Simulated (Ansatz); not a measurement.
# MP2/def2-SVPD (core potential) run of InCNF2 (SMILES N#[C][In]([F])[F])

What is the electronic atomisation energy of InCNF2 at MP2/def2-SVPD (core potential)? 

The calculation is run with Ansatz 0.2.0.

45 further runs of the same task are left out: 1 that didn't finish, 44 set aside as unsound or not needed. Runs told in other sessions of the task aren't counted.

**1. The molecule**

InCNF2: 5 atoms, total charge 0, spin state singlet. As SMILES, `N#[C][In]([F])[F]`. The coordinates come from a PBE0-D4/def2-TZVP relaxation.

Bond lengths: N1–C2 1.152 Å, C2–In3 2.072 Å, In3–F4 1.919 Å, In3–F5 1.919 Å. Angles: N1–C2–In3 180.0°, C2–In3–F4 123.5°, C2–In3–F5 123.5°, F4–In3–F5 112.9°.

**2. The energy at MP2/def2-SVPD (core potential)**

File in.yaml:

```yaml
crystal:
  periodic: [false, false, false]
  atoms:
    - {symbol: N, position_ang: [1.298000, -1.592200, 1.589600]}
    - {symbol: C, position_ang: [0.724900, -0.890300, 0.878600]}
    - {symbol: In, position_ang: [-0.306000, 0.372300, -0.400300]}
    - {symbol: F, position_ang: [-1.872100, -0.154800, -1.375500]}
    - {symbol: F, position_ang: [0.205100, 2.191400, -0.733700]}
basis:
  gaussian: {orbitals: def2-SVPD}
correlation: {method: mp2, frozen_orbitals: {C: 1, F: 1, In: 4, "N": 1}}
accuracy: high
```

The run is started by

```console
$ ansatz run in.yaml --threads 1 --pin off --max-ram 3480MiB --events-out events.jsonl --progress --plain --runs-dir runs
```

Log:

```text
Warning: RAYON_NUM_THREADS=1 ignored (pool sized by the plan → 1); use --threads N
Functional definition: HF
  name "HF"
  exchange = exact_x
  correlation = 0
2489 factors; integrals over basis functions are off by at most 2.9e-9 eV
mean field evaluation 1: about -13062.1036 eV, gradient 5.1e1 eV
mean field evaluation 2: about -13062.2519 eV, gradient 5.1e1 eV
mean field evaluation 4: about -13067.5230 eV, gradient 3.6e0 eV
mean field evaluation 8: about -13067.5971 eV, gradient 4.2e-1 eV
mean field evaluation 16: about -13067.5981 eV, gradient 1.8e-8 eV
mean field -13067.59806279 eV, -480.2253712713 hartree, gradient 1.9e-8 eV, S^2 0.000000; 0 other end points of the search recorded, 0 dependent functions left out
8 core orbitals not correlated: weight in the atoms' cores, before any rotation towards them, 1.000 or more for the frozen orbitals, at most 0.000 for the correlated occupied ones
reference -13067.59806279 eV, -480.2253712713 hartree; 18, 18 occupied and 92, 92 virtual orbitals, 2489 factors
second order -21.08563937 eV of doubles, -0.00000000 eV of singles
Total energy: -13088.68370216 eV, -481.0002542259 hartree
```

It took 9.3 s on 1 thread of Arm Neoverse V1, shared host; peak memory 0.4 GiB.

**3. The C atom**

File job.yaml:

```yaml
crystal:
  periodic: [false, false, false]
  atoms:
    - {symbol: C, position_ang: [0.000000, 0.000000, 0.000000]}
basis:
  gaussian: {orbitals: def2-SVPD}
correlation: {method: mp2, frozen_orbitals: {C: 1}}
accuracy: high
magnetization: {spin_polarized: true, initial_magnetization: 2}
```

Run the same way, it converges to -37.69976 Eh (log not shown).

**4. The F atom at the same level**

File job.yaml:

```yaml
basis:
  gaussian: {orbitals: def2-SVPD}
crystal:
  periodic: [false, false, false]
  atoms:
    - symbol: F
      position_ang: [0.000000, 0.000000, 0.000000]
magnetization: {spin_polarized: true, initial_magnetization: 1}
correlation: {method: mp2, frozen_orbitals: {F: 1}}
accuracy: high
```

Run the same way, it converges to -99.43573 Eh (log not shown).

**5. The In atom at the same level**

File run.yaml:

```yaml
crystal:
  periodic: [false, false, false]
  atoms:
    - {symbol: In, position_ang: [0.000000, 0.000000, 0.000000]}
basis:
  gaussian:
    orbitals: def2-SVPD
total_charge: 0
magnetization:
  spin_polarized: true
  initial_magnetization: 1
correlation:
  method: mp2
  frozen_orbitals: {In: 4}
accuracy: high
```

Run the same way, it converges to -189.25833 Eh (log not shown).

**6. The N atom**

File job.yaml:

```yaml
crystal:
  periodic: [false, false, false]
  atoms:
    - symbol: N
      position_ang: [0.000000, 0.000000, 0.000000]
basis:
  gaussian: {orbitals: def2-SVPD}
correlation: {method: mp2, frozen_orbitals: {"N": 1}}
magnetization: {spin_polarized: true, initial_magnetization: 3}
accuracy: high
```

Run the same way, it converges to -54.41174 Eh (log not shown).

**7. What came out**

At MP2/def2-SVPD (core potential), 8 core orbitals frozen:

```
                                             quantity          value
                               molecule: total energy  -481.00025 Eh
molecule: correlation energy (8 core orbitals frozen)     -774.9 mEh
                                 C atom: total energy   -37.69976 Eh
   C atom: correlation energy (1 core orbital frozen)      -53.5 mEh
            C atom: ⟨S²⟩ of the reference determinant          2.010
                                 F atom: total energy   -99.43573 Eh
   F atom: correlation energy (1 core orbital frozen)     -146.1 mEh
            F atom: ⟨S²⟩ of the reference determinant          0.754
                                In atom: total energy  -189.25833 Eh
 In atom: correlation energy (4 core orbitals frozen)      -51.5 mEh
           In atom: ⟨S²⟩ of the reference determinant          0.762
                                 N atom: total energy   -54.41174 Eh
   N atom: correlation energy (1 core orbital frozen)      -74.5 mEh
            N atom: ⟨S²⟩ of the reference determinant          3.759
                        electronic atomisation energy      20.652 eV
```

**Reading.** Taking the molecule apart into free atoms costs 20.65 eV (1993 kJ/mol), before zero-point energy and without spin-orbit coupling.
